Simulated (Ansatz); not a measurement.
# GeH4OSi: single points off equilibrium

One table from this session's results is given with a row withheld; the runs are named, their logs left out.

Method: single points in def2-TZVPP; program: Ansatz 0.2.0, Gaussian basis.

Correlated methods freeze the cores. Filled d shells of the heavier atoms are correlated.

### Starting geometry

SMILES `[SiH3][O][GeH]`, 7 atoms, charge 0, spin multiplicity 1.

Atoms are counted from 1 here; the program's logs count them from 0.

Bond lengths: Si1–O2 1.633 Å, Si1–H4 1.454 Å, Si1–H5 1.463 Å, Si1–H6 1.444 Å, O2–Ge3 1.768 Å, Ge3–H7 1.723 Å. Angles: O2–Si1–H4 104.4°, O2–Si1–H5 102.3°, O2–Si1–H6 110.3°, H4–Si1–H5 113.5°, H4–Si1–H6 113.3°, H5–Si1–H6 112.2°, Si1–O2–Ge3 165.1°, O2–Ge3–H7 95.6°.

Coordinates:

```xyz
7
charge 0, multiplicity 1
Si   -0.76850    0.59160   -0.34340
O     0.54470   -0.37820   -0.38150
Ge    1.89860   -1.43840    0.03070
H    -1.76030   -0.11160   -1.14100
H    -0.27100    1.81300   -0.97650
H    -1.18650    0.81490    1.02050
H     1.66820   -1.35100    1.73570
```

The first run:

Input file run/in.yaml:

```yaml
crystal:
  periodic: [false, false, false]
  atoms:
    - {symbol: Si, position_ang: [-0.768500, 0.591600, -0.343400]}
    - {symbol: O, position_ang: [0.544700, -0.378200, -0.381500]}
    - {symbol: Ge, position_ang: [1.898600, -1.438400, 0.030700]}
    - {symbol: H, position_ang: [-1.760300, -0.111600, -1.141000]}
    - {symbol: H, position_ang: [-0.271000, 1.813000, -0.976500]}
    - {symbol: H, position_ang: [-1.186500, 0.814900, 1.020500]}
    - {symbol: H, position_ang: [1.668200, -1.351000, 1.735700]}
basis:
  gaussian: {orbitals: def2-TZVPP}
correlation: {method: ccsd_t}
output: {forces: true}
```

The run is started by

```bash
> ansatz run in.yaml --threads 8 --pin off --events-out ev --progress --plain --max-ram 10444MiB
```

Steps of the session up to this table: CCSD(T)/def2-TZVPP; PBE0-D4/def2-TZVPP; wB97M-V/def2-TZVPP; r2SCAN-D4/def2-TZVPP; PBE-D4/def2-TZVPP; revPBE-D4/def2-TZVPP; HSE06-D4/def2-TZVPP.

One of the session's tables, all rows but one given; the rest of the session is left out.

| method | RMS force component (eV/Å) | angle to CCSD(T) forces (°) | dipole (D) |
| --- | --- | --- | --- |
| CCSD(T) | 0.536 | reference | 0.17 |
| PBE0-D4 | 0.531 | 8.7 | 0.22 |
| wB97M-V | 0.507 | 4.8 | 0.32 |
| r2SCAN-D4 | ? | ? | ? |
| PBE-D4 | 0.487 | 23.8 | 0.29 |
| revPBE-D4 | 0.488 | 28.1 | 0.30 |
| HSE06-D4 | 0.529 | 8.8 | 0.22 |

**Question.** Estimate the row for r2SCAN-D4.

The run gave: RMS force component (eV/Å): 0.515; angle to CCSD(T) forces (°): 6.5; dipole (D): 0.24. In the column «RMS force component (eV/Å)» it lies between wB97M-V (0.507) and HSE06-D4 (0.529).
